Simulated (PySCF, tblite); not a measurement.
# C2H11FGe3O: geometry, infrared bands and NMR shifts

Aim: predict the infrared bands and NMR shifts of C2H11FGe3O (`CO[CH2][Ge]([F])([GeH3])[GeH3]`).

Computed with tblite 0.8.0 and PySCF 2.14.0, with density-fitted response routines of our own, on a single molecule in the gas phase. Atoms are numbered from 0 throughout.

## (1) The starting structure

18 atoms, charge 0, multiplicity 1; geometry from: force field or distance geometry start.

Bonds of the start (Å): C0–O1 1.42, O1–C2 1.35, C2–Ge3 1.92, Ge3–F4 1.77, Ge3–Ge5 2.40, Ge3–Ge6 2.38, C0–H7 1.13, C0–H8 1.10, C0–H9 1.10, C2–H10 1.11, C2–H11 1.12, Ge5–H12 1.55, Ge5–H13 1.55, Ge5–H14 1.58, Ge6–H15 1.52, Ge6–H16 1.56, Ge6–H17 1.58.

## (2) Relaxing the molecule with GFN2-xTB

What the job is given:

```
{"job": {"kind": "relax", "xc": "GFN2-xTB", "basis": "xTB"}, "charge": 0, "multiplicity": 1}
C      2.991200    -0.735600    -0.171700
O      1.605700    -1.028600    -0.127000
C      0.999600     0.166600     0.066900
Ge    -0.913600     0.172800     0.177400
F     -1.351000     0.375800     1.884800
Ge    -1.709100     2.134500    -0.946400
Ge    -1.986800    -1.808400    -0.595800
H      3.234600    -0.246300     0.819600
H      3.604600    -1.646000    -0.286100
H      3.196300     0.033300    -0.932800
H      1.292100     0.861800    -0.742000
H      1.392100     0.587100     1.030300
H     -3.241400     2.270300    -0.766800
H     -1.251900     2.171900    -2.426700
H     -1.078900     3.392900    -0.233000
H     -1.470800    -2.308700    -1.939200
H     -3.513600    -1.490900    -0.617900
H     -1.808100    -2.896200     0.530000
```

Run with:

```bash
> OMP_NUM_THREADS=1 python probes_run.py task.json out
```

This one command runs all jobs of the session in turn.

Output:

```text
step      E/eV     max force
  0    -666.41509    1.919
  1    -666.58998    0.926
  2    -666.70381    0.644
  3    -666.75678    0.703
  4    -666.79815    0.518
  5    -666.83244    0.454
  6    -666.86430    0.568
  7    -666.90467    0.531
  8    -666.94074    0.386
  9    -666.96661    0.400
 10    -666.98666    0.380
 11    -667.00141    0.354
 12    -667.01487    0.284
 13    -667.02571    0.269
 14    -667.03209    0.195
 15    -667.03643    0.169
 16    -667.04048    0.161
 17    -667.04395    0.147
 18    -667.04637    0.127
 19    -667.04803    0.132
 20    -667.04962    0.124
 21    -667.05161    0.141
 22    -667.05380    0.160
 23    -667.05576    0.109
 24    -667.05750    0.136
 25    -667.05955    0.134
 26    -667.06239    0.159
 27    -667.06637    0.192
 28    -667.07154    0.176
 29    -667.07718    0.192
 30    -667.08184    0.173
 31    -667.08490    0.130
 32    -667.08711    0.108
 33    -667.08950    0.136
 34    -667.09307    0.228
 35    -667.09859    0.289
 36    -667.10577    0.273
 37    -667.11307    0.181
 38    -667.11969    0.195
 39    -667.12611    0.182
 40    -667.13376    0.271
 41    -667.14468    0.366
 42    -667.15318    0.418
 43    -667.16867    0.338
 44    -667.18071    0.262
 45    -667.19897    0.244
 46    -667.20592    0.223
 47    -667.21883    0.228
 48    -667.22686    0.240
 49    -667.23421    0.260
 50    -667.24035    0.188
 51    -667.24599    0.181
 52    -667.24974    0.138
 53    -667.25191    0.095
 54    -667.25351    0.087
 55    -667.25480    0.093
 56    -667.25621    0.107
 57    -667.25780    0.112
 58    -667.25938    0.091
 59    -667.26075    0.081
 60    -667.26192    0.085
 61    -667.26302    0.080
 62    -667.26405    0.082
 63    -667.26493    0.077
 64    -667.26572    0.060
 65    -667.26654    0.071
 66    -667.26739    0.063
 67    -667.26818    0.074
 68    -667.26875    0.050
 69    -667.26910    0.037
 70    -667.26933    0.040
 71    -667.26958    0.046
 72    -667.26993    0.057
 73    -667.27045    0.081
 74    -667.27107    0.083
 75    -667.27160    0.055
 76    -667.27194    0.034
 77    -667.27217    0.030
 78    -667.27243    0.037
 79    -667.27274    0.049
 80    -667.27307    0.046
 81    -667.27333    0.031
 82    -667.27348    0.025
 83    -667.27358    0.027
 84    -667.27369    0.031
 85    -667.27386    0.040
 86    -667.27408    0.040
 87    -667.27427    0.032
 88    -667.27436    0.022
 89    -667.27441    0.016
 90    -667.27445    0.019
 91    -667.27452    0.027
 92    -667.27461    0.026
 93    -667.27468    0.018
 94    -667.27473    0.015
 95    -667.27478    0.017
 96    -667.27484    0.026
 97    -667.27489    0.025
 98    -667.27494    0.016
 99    -667.27498    0.016
100    -667.27503    0.017
101    -667.27509    0.024
102    -667.27518    0.026
103    -667.27526    0.018
104    -667.27531    0.014
105    -667.27535    0.012
106    -667.27538    0.017
107    -667.27541    0.012
108    -667.27543    0.011
109    -667.27545    0.011
110    -667.27548    0.018
111    -667.27552    0.025
112    -667.27558    0.024
113    -667.27564    0.014
114    -667.27566    0.011
115    -667.27567    0.010
```

Wall time 0.91 s (1 thread of Arm Neoverse V2, shared host); peak memory 0.18 GiB.

Step by step: (not every step is listed)

| step | energy from step 0 (eV) | largest force (eV/Å) |
| --- | --- | --- |
| 0 | 0.0000 | 1.9188 |
| 1 | -0.1749 | 0.9258 |
| 2 | -0.2887 | 0.6438 |
| 3 | -0.3417 | 0.7035 |
| 4 | -0.3831 | 0.5180 |
| 5 | -0.4174 | 0.4536 |
| 6 | -0.4492 | 0.5683 |
| 7 | -0.4896 | 0.5307 |
| 8 | -0.5257 | 0.3857 |
| 18 | -0.6313 | 0.1271 |
| 28 | -0.6565 | 0.1755 |
| 38 | -0.7046 | 0.1954 |
| 48 | -0.8118 | 0.2397 |
| 58 | -0.8443 | 0.0911 |
| 68 | -0.8537 | 0.0505 |
| 78 | -0.8573 | 0.0367 |
| 88 | -0.8593 | 0.0217 |
| 98 | -0.8599 | 0.0158 |
| 108 | -0.8603 | 0.0114 |
| 110 | -0.8604 | 0.0185 |
| 111 | -0.8604 | 0.0248 |
| 112 | -0.8605 | 0.0237 |
| 113 | -0.8605 | 0.0137 |
| 114 | -0.8606 | 0.0108 |
| 115 | -0.8606 | 0.0096 |

Close pairs (by a distance rule), those that changed most:

| bond | before (Å) | after (Å) | change (Å) |
| --- | --- | --- | --- |
| C2–Ge3 | 1.916 | 2.016 | +0.100 |
| Ge6–H17 | 1.576 | 1.496 | -0.080 |
| Ge5–H14 | 1.578 | 1.504 | -0.074 |
| O1–C2 | 1.354 | 1.415 | +0.061 |
| Ge3–Ge5 | 2.397 | 2.444 | +0.047 |
| Ge5–H12 | 1.549 | 1.503 | -0.046 |
| Ge6–H16 | 1.560 | 1.514 | -0.045 |
| Ge3–F4 | 1.774 | 1.817 | +0.043 |

The next job starts from the end point, and lists it.

## (3) Infrared spectrum with GFN2-xTB

What the job is given:

```
{"job": {"kind": "ir", "xc": "GFN2-xTB", "basis": "xTB"}, "charge": 0, "multiplicity": 1}
C      2.614501    -1.196876    -0.204817
O      1.258727    -0.829508    -0.254531
C      1.001377     0.494971     0.173209
Ge    -1.013013     0.497321     0.086208
F     -1.428071     0.725241     1.840890
Ge    -1.986611     2.479182    -0.960639
Ge    -1.322979    -1.840835    -0.478583
H      3.003845    -1.118568     0.816780
H      2.673884    -2.230543    -0.539843
H      3.215271    -0.559802    -0.864772
H      1.485682     1.219282    -0.494243
H      1.377164     0.660771     1.188870
H     -3.480256     2.594366    -0.843222
H     -1.704371     2.510769    -2.440372
H     -1.438993     3.772486    -0.423911
H     -0.717331    -2.174826    -1.807910
H     -2.782259    -2.221467    -0.616721
H     -0.765327    -2.775647     0.547189
```

Output:

```text
mode    cm-1     km/mol
  1     -22.8      0.01
  2      34.2      0.11
  3      50.1      0.60
  4      79.6      3.19
  5      86.8      0.37
  6     101.5      6.33
  7     123.0     17.72
  8     154.3      7.13
  9     171.7      0.60
 10     196.0      7.77
 11     212.9      9.08
 12     227.0      2.53
 13     286.2     51.08
 14     336.4     37.58
 15     364.1      8.43
 16     368.4     23.67
 17     409.4     17.18
 18     424.3    151.96
 19     433.9     13.25
 20     606.7     61.95
 21     714.2    879.21
 22     731.6    680.07
 23     770.7    226.05
 24     838.4     85.13
 25     847.6    199.37
 26     852.0     95.14
 27     867.6    153.97
 28     957.1     34.35
 29    1094.3     75.02
 30    1132.4      0.42
 31    1140.6      2.02
 32    1170.8     17.79
 33    1234.6      9.64
 34    1402.9      0.49
 35    1462.6      4.39
 36    1465.1      4.37
 37    1485.5      3.54
 38    1870.6    229.39
 39    1885.3    196.77
 40    1986.3    140.98
 41    1991.6    620.29
 42    2005.6    634.12
 43    2041.7    505.17
 44    2860.9     60.70
 45    2897.1     29.81
 46    2913.1     40.04
 47    2932.3     48.82
 48    3028.2     14.71
```

It took 0.75 s on 1 thread of Arm Neoverse V2, shared host; peak memory 0.18 GiB.

The strongest bands and the atoms that carry them (share of the mass-weighted mode):

| cm⁻¹ | km/mol | atoms |
| --- | --- | --- |
| 714 | 879.2 | H11 22 %, H10 18 %, C2 10 % |
| 732 | 680.1 | H10 19 %, H11 18 %, H15 14 %, H17 11 % |
| 771 | 226.1 | H14 20 %, H13 20 %, H12 18 %, H17 15 % |
| 848 | 199.4 | H13 50 %, H14 24 %, H12 19 % |
| 1871 | 229.4 | H16 76 %, H15 12 % |
| 1992 | 620.3 | H13 44 %, H14 33 % |
| 2006 | 634.1 | H12 59 %, H14 34 % |
| 2042 | 505.2 | H17 64 %, H15 33 % |

## (4) Shielding tensors: PBE0/pcSseg-1

Same as in step 3 but for these lines:

```diff
@@ -1,2 +1,2 @@
-{"job": {"kind": "ir", "xc": "GFN2-xTB", "basis": "xTB"}, "charge": 0, "multiplicity": 1}
+{"job": {"kind": "nmr", "xc": "PBE0", "basis": "pcSseg-1"}, "charge": 0, "multiplicity": 1}
 C      2.614501    -1.196876    -0.204817
```

With the program's defaults for keys left out, this is: GIAO PBE0/pcSseg-1 NMR shielding, non-relativistic, gas phase.

Output:

```text
coarse grid: 70280 points
cycle   1  E = -6486.9608702480  dE = -1.584e+00  |g| = 1.624e+00  |ddm| = 3.950e+00
cycle   2  E = -6486.6108951910  dE =  3.500e-01  |g| = 2.106e+00  |ddm| = 2.172e+00
cycle   3  E = -6487.1470307813  dE = -5.361e-01  |g| = 4.457e-01  |ddm| = 1.671e+00
cycle   4  E = -6487.1764440400  dE = -2.941e-02  |g| = 1.015e-01  |ddm| = 3.281e-01
cycle   5  E = -6487.1774285716  dE = -9.845e-04  |g| = 2.511e-02  |ddm| = 8.022e-02
cycle   6  E = -6487.1775423030  dE = -1.137e-04  |g| = 9.541e-03  |ddm| = 2.816e-02
cycle   7  E = -6487.1775567154  dE = -1.441e-05  |g| = 1.853e-03  |ddm| = 7.529e-03
cycle   8  E = -6487.1775574274  dE = -7.121e-07  |g| = 5.360e-04  |ddm| = 2.243e-03
final grid: 143440 points
cycle   9  E = -6487.1774835507  dE = -9.761e-09  |g| = 7.688e-04  |ddm| = 1.893e-03
cycle  10  E = -6487.1774834109  dE =  1.398e-07  |g| = 1.183e-03  |ddm| = 1.357e-03
cycle  11  E = -6487.1774836665  dE = -2.557e-07  |g| = 9.487e-05  |ddm| = 8.156e-04
cycle  12  E = -6487.1774836681  dE = -1.559e-09  |g| = 1.489e-05  |ddm| = 8.328e-05
cycle  13  E = -6487.1774836681  dE = -3.001e-11  |g| = 4.391e-06  |ddm| = 1.541e-05
converged SCF energy = -6487.1774836681

GIAO shielding tensors (ppm)
atom      isotropic    diamagn.    paramagn.     s11        s22        s33       span
  0 C      123.413     242.878    -119.465     91.824     93.517    184.899     93.075
  1 O      310.714     402.690     -91.975    263.864    301.429    366.851    102.987
  2 C      111.335     253.817    -142.481     80.721     96.954    156.331     75.611
  3 Ge    1136.043    2754.432   -1618.389    961.084   1114.690   1332.357    371.273
  4 F      396.504     477.202     -80.698    352.504    370.301    466.707    114.203
  5 Ge    1666.515    2754.610   -1088.096   1628.901   1649.292   1721.351     92.450
  6 Ge    1652.433    2755.499   -1103.066   1608.482   1649.023   1699.794     91.312
  7 H       28.424      28.940      -0.516     24.359     25.763     35.150     10.790
  8 H       27.839      29.034      -1.195     23.158     25.459     34.900     11.742
  9 H       28.454      28.713      -0.259     24.403     25.648     35.310     10.907
 10 H       28.025      32.980      -4.955     23.646     28.485     31.944      8.298
 11 H       28.089      32.830      -4.741     24.240     27.719     32.308      8.069
 12 H       28.013      27.890       0.123     21.047     22.690     40.303     19.256
 13 H       28.250      28.556      -0.306     21.372     23.201     40.177     18.805
 14 H       28.004      28.301      -0.296     21.001     22.775     40.238     19.237
 15 H       28.217      29.942      -1.724     21.253     23.817     39.581     18.328
 16 H       28.260      28.770      -0.510     21.158     22.981     40.640     19.482
 17 H       27.939      29.859      -1.921     20.757     23.582     39.477     18.720
```

Run time: 89 s. Hardware: 1 thread of Arm Neoverse V2, shared host; peak memory 1.2 GiB.

The references, computed at this level on geometries of the same kind, shield at (ppm): ¹H TMS 31.72, ¹³C TMS 186.9, ¹⁹F CFCl3 170.9, ¹⁷O H2O 336.1, ⁷³Ge GeMe4 1331. Their shielding less the atom's gives the shift. The references are single molecules in the gas phase, so shifts against H2O, NH3, PH3, H3PO4 or CFCl3 are not on the usual liquid scales and can be off by tens of ppm. Atoms listed in one row are averaged.

| atoms | environment | σ (ppm) | δ (ppm) |
| --- | --- | --- | --- |
| C2 | sp3 CH2 bonded to Ge and O | 111.3 | 75.6 |
| C0 | methyl carbon bonded to O | 123.4 | 63.5 |
| H10, H11 | hydrogen on an sp3 CH2 bonded to Ge and O | 28.06 | 3.66 |
| H12, H13, H14, H15, H16, H17 | hydrogen on a germanium bonded to Ge | 28.11 | 3.60 |
| H7, H8, H9 | hydrogen on a methyl carbon bonded to O | 28.24 | 3.48 |
| O1 | ether oxygen | 310.7 | 25.4 |
| Ge3 | germanium bonded to C, F, 2 Ge | 1136 | 195 |
| Ge5, Ge6 | germanium bonded to Ge, 3 H | 1659 | -329 |
| F4 | fluorine bonded to Ge | 396.5 | -225.6 |

The run also stored atomic charges by several schemes (e):

| atoms | Mulliken | IAO | Hirshfeld | ESP fit |
| --- | --- | --- | --- | --- |
| C0 | 0.00 | -0.20 | -0.04 | -0.39 |
| O1 | -0.56 | -0.38 | -0.12 | -0.11 |
| C2 | -0.20 | -0.29 | -0.08 | -0.17 |
| Ge3 | 0.67 | 0.72 | 0.32 | 0.37 |
| F4 | -0.51 | -0.54 | -0.29 | -0.34 |
| Ge5, Ge6 | 0.00 | 0.21 | 0.21 | 0.09 |

Mayer bond orders: C0–O1 0.91, O1–C2 0.88, C2–Ge3 0.85, Ge3–F4 0.77, Ge3–Ge5 0.88, Ge3–Ge6 0.87.

Orbitals, density, ELF and potential are computed afterwards from the orbital file.

Frontier orbitals at PBE0/pcSseg-1, with the share of their density that lies nearest to each atom:

| orbital | energy (eV) | lies on |
| --- | --- | --- |
| HOMO | -7.92 | O1 58 %; H10 9 %; H7, H9 about 7 % each |
| LUMO | -0.85 | Ge3 34 %; Ge5, Ge6 about 11 % each; H14, H17 about 9 % each |

ELF in a plane through or near 7 of the atoms.

Ten even steps from '0' (0.00) to '9' (1.00):
```
0000000000000000000000000000
0000000000000000000000000000
0000000000000000000000000000
0000000000000000000000000000
0000000000000000000122000000
0000000000006850001899700000
0000000153039992003999910000
0000000476029981013568500000
0000001413345652352561310000
0000068946445253373663998100
0000089972884031267229999100
0000027710320377553229998000
0000000000011126520002540000
0000000000232642310000000000
0000000001231228850000000000
0000000000112499992000000000
0000000000000399980000000000
0000000000000157510000000000
0000000000000000000000000000
0000000000000000000000000000
```
The map spans 13.9 Å across and 12.2 Å up, centred on the molecule. Atoms in the plane (x, y in Å): C0 (-2.8, 0.7), O1 (-1.5, 0.2), Ge5 (3.2, 0.6), Ge6 (-0.1, -2.3), H10 (-0.3, 1.9), H12 (4.4, -0.2), H16 (0.8, -3.5).

log10 of the density (e/Å³) in the same plane.

Values, 10 rows by 14 columns:
```
-4.0 -4.0 -4.0 -4.0 -4.0 -4.0 -4.0 -4.0 -4.0 -4.0 -4.0 -4.0 -4.0 -4.0
-4.0 -4.0 -4.0 -4.0 -4.0 -4.0 -4.0 -4.0 -4.0 -4.0 -4.0 -4.0 -4.0 -4.0
-4.0 -4.0 -4.0 -3.8 -3.2 -3.0 -2.6 -2.8 -3.4 -2.8 -2.3 -2.7 -3.6 -4.0
-4.0 -4.0 -3.5 -2.0 -1.0 -1.5 -0.4 -0.8 -2.1 -1.3 -0.4 -1.2 -2.6 -4.0
-4.0 -4.0 -2.7 -1.0  0.7 -0.2 -0.1 -0.5 -1.0 -0.4  1.2 -0.8 -2.0 -3.3
-4.0 -4.0 -2.5 -0.7 -0.4  0.4 -0.4 -0.6 -0.2 -0.5 -0.3  0.0 -1.4 -3.1
-4.0 -4.0 -3.8 -2.7 -2.4 -1.4 -0.4 -0.1 -0.9 -1.7 -2.0 -1.9 -2.6 -3.9
-4.0 -4.0 -4.0 -4.0 -2.7 -1.3 -0.3  0.0 -0.8 -2.2 -3.5 -4.0 -4.0 -4.0
-4.0 -4.0 -4.0 -4.0 -3.6 -2.5 -1.9 -1.0 -1.2 -2.6 -4.0 -4.0 -4.0 -4.0
-4.0 -4.0 -4.0 -4.0 -4.0 -4.0 -3.5 -3.1 -3.2 -4.0 -4.0 -4.0 -4.0 -4.0
```
The map spans 13.9 Å across and 12.2 Å up, centred on the molecule. Atoms in the plane (x, y in Å): C0 (-2.8, 0.7), O1 (-1.5, 0.2), Ge5 (3.2, 0.6), Ge6 (-0.1, -2.3), H10 (-0.3, 1.9), H12 (4.4, -0.2), H16 (0.8, -3.5).

On the surface of density 0.002 e/bohr³ the electrostatic potential runs, from the 1st to the 99th percentile, from -1.57 V near F4 to 1.16 V near Ge3.

## (5) Summary of results

```
                                                                  quantity                 value
                                 strongest single infrared mode (GFN2-xTB)  714 cm⁻¹, 879 km/mol
                                              zero-point energy (GFN2-xTB)         70.4 kcal/mol
                                    ¹³C shifts against TMS (PBE0/pcSseg-1)        75.6, 63.5 ppm
    ¹H shifts against TMS (PBE0/pcSseg-1, means over atoms taken as alike)  3.66, 3.60, 3.48 ppm
                                    ¹⁷O shifts against H2O (PBE0/pcSseg-1)              25.4 ppm
⁷³Ge shifts against GeMe4 (PBE0/pcSseg-1, means over atoms taken as alike)         195, -329 ppm
                                  ¹⁹F shifts against CFCl3 (PBE0/pcSseg-1)            -225.6 ppm
                                     surface potential, 1st and 99th percentile    -1.57 V and 1.16 V
```

In words: Relaxing lowered the energy by 0.861 eV in 115 steps; the close pair that moved most is C2–Ge3, from 1.916 to 2.016 Å. The lowest mode is imaginary (23i cm⁻¹), so the xTB geometry is not a minimum. The strongest single mode, at 714 cm⁻¹, is spread over many atoms; the largest shares are those of H11, H10. Unscaled tight-binding wavenumbers are off by several per cent, some by more. Its intensities can rank the bands wrongly. The most deshielded carbon is C2 (sp3 CH2 bonded to Ge and O), at 75.6 ppm: pulled downfield by the heteroatom. The most deshielded hydrogen is H10, H11 (mean) (hydrogen on an sp3 CH2 bonded to Ge and O), at 3.66 ppm: its carbon carries O, hence the downfield position. At PBE0/pcSseg-1: Shielding is most anisotropic at Ge3 (span 371 ppm, paramagnetic term -1618 ppm). By nearest atom (PBE0/pcSseg-1), the HOMO sits on O1 58 %; H10 9 % and the LUMO on Ge3 34 %; Ge5, Ge6 about 11 % each. Spin-orbit coupling is left out, which matters for shieldings and couplings at and beside the heavy atoms.
